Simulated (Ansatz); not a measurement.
Runs of Ansatz 0.2.0 on Ba2Tl5V3O12. It takes space group R-3m (No. 166, trigonal). The conventional cell has a = 8.474 Å, b = 8.474 Å, c = 18.385 Å, α = 90.00°, β = 90.00°, γ = 120.00°. Ba (site symmetry -3m) is surrounded by 12 O at 3.23 Å. Around Ba (site symmetry -3m) lie 12 O at 3.22 Å. Around V (site symmetry 2/m) lie 4 O at 1.82 Å. Tl (site symmetry 2/m) has 4 O at 2.36 Å as nearest neighbours. Tl (site symmetry 3m) has 3 V at 2.80 Å and 6 O at 2.84 Å and 3 Tl at 2.98 Å as nearest neighbours. O (site symmetry 1) is surrounded by 1 V at 1.82 Å. The cell was built by a generator and needn't be a form met in nature.

```csv
task,level,potentials or basis,cell,k mesh,cutoff (eV),basis error allowed,gap on the mesh (eV),pressure (GPa),moment (μB),largest force (eV/Å)
band structure,RPBE,"all-electron LAPW, scalar-relativistic",as given,3 × 3 × 3,423,0.003 eV/atom,-,(b),1.23,0.13
band structure,PBEsol,"all-electron LAPW, scalar-relativistic",as given,3 × 3 × 3,423,0.003 eV/atom,-,(a),1.04,0.24
band structure,LDA,"all-electron LAPW, scalar-relativistic",as given,3 × 3 × 3,422,0.003 eV/atom,-,-7.6,0.58,0.49
relaxation of cell and atoms,PBE,all-electron PAW datasets made for the crystal,relaxed,2 × 2 × 2,-,-,none,0.0,1.48,0.01
single point,PBE,"all-electron LAPW, scalar-relativistic",as given,3 × 3 × 3,423,0.003 eV/atom,none,0.0,1.16,0.01
```

Alike in all rows: spin collinear, ferromagnetic start; smearing fermi-dirac 0.05 eV; the mesh is coarse, so values aren't converged.

Q: Estimate the missing entries.

A: (a) -4.3; (b) 3.1.

Caveats: some runs use coarse meshes; the k mesh is thin for a metal, which can move the energy by tens of meV per atom; semilocal functionals often make such compounds metallic where correlation or magnetic order opens a gap, which also shifts bond lengths.

A k mesh can miss the band edges, and the runs leave out spin-orbit coupling on Ba, Tl.

A gap of «none» marks a metal or a gap under the smearing width.

Not every run made on this cell is shown here.
